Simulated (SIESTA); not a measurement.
Crystal: FeO.

```xyz
4
Lattice="3.0459 0.0000 0.0000 0.0000 3.0459 0.0000 0.0000 0.0000 5.4642" Properties=species:S:1:pos:R:3 pbc="T T T"
Fe    1.5229    0.0000    2.7321
Fe    0.0000    1.5229    0.0000
O     1.5229    1.5229    1.3661
O     1.5229    1.5229    4.0982
```

The cell comes from a database or a generator and needn't be the stable form of this composition.

```yaml
Program: SIESTA 5.4.2
Task: single point
Functional: PBEsol
Potentials_or_basis: PseudoDojo 0.4 standard (PBEsol files)
Basis: DZP (energy shift 0.003 Ry; two zetas on semicore shells)
Grid_cutoff: 800 Ry
Energy_shift: 0.003 Ry
k_mesh: 9 × 9 × 5
Occupations: fermi-dirac, width 0.05 eV
Spin: collinear spin, ferromagnetic start
Starting_moments: "[3.0, 3.0, 0.0, 0.0] μB"
```

On this cell: pressure -13.0 GPa; largest force under 0.003 eV/Å; net moment 7.75 μB per cell; site moments Fe +3.59; O +0.29 μB; band gap on the k mesh none (metal or under the smearing width).

The same run follows on a disturbed copy (atoms moved at random, drawn with an rms of 0.05 Å):

```
Fe O
1.0
     3.04589    0.00000    0.00000
     0.00000    3.04589    0.00000
     0.00000    0.00000    5.46421
Fe O
2 2
Direct
  0.49455 0.00582 0.49879
  0.99640 0.48921 0.00412
  0.48316 0.50078 0.25683
  0.51009 0.51108 0.74497
```

What does the disturbed cell give?

The energy (extrapolated to zero smearing) moves by +5.8 meV/atom; pressure -13.4 GPa; largest force 0.366 eV/Å; net moment 7.67 μB per cell; site moments Fe +3.54, +3.58; O +0.28 μB; band gap on the k mesh none (metal or under the smearing width).

Forces in eV/Å, atoms in the order of the input:
```
Fe   0.021 -0.028  0.192
Fe  -0.024  0.144 -0.205
O    0.056 -0.012 -0.335
O   -0.051 -0.106  0.347
```

Stress tensor (GPa, compression positive):
```
-12.48  -0.02   0.23
 -0.02 -11.53  -0.17
  0.23  -0.17 -16.09
```

Caveats: short orbitals over semicore shells can move pressures by several GPa; the basis of atomic orbitals isn't converged, which shifts pressures, moduli and gaps; semilocal functionals often make such compounds metallic where correlation or magnetic order opens a gap, which also shifts bond lengths; only a ferromagnetic start was run, and an antiferromagnetic order may lie lower in energy.
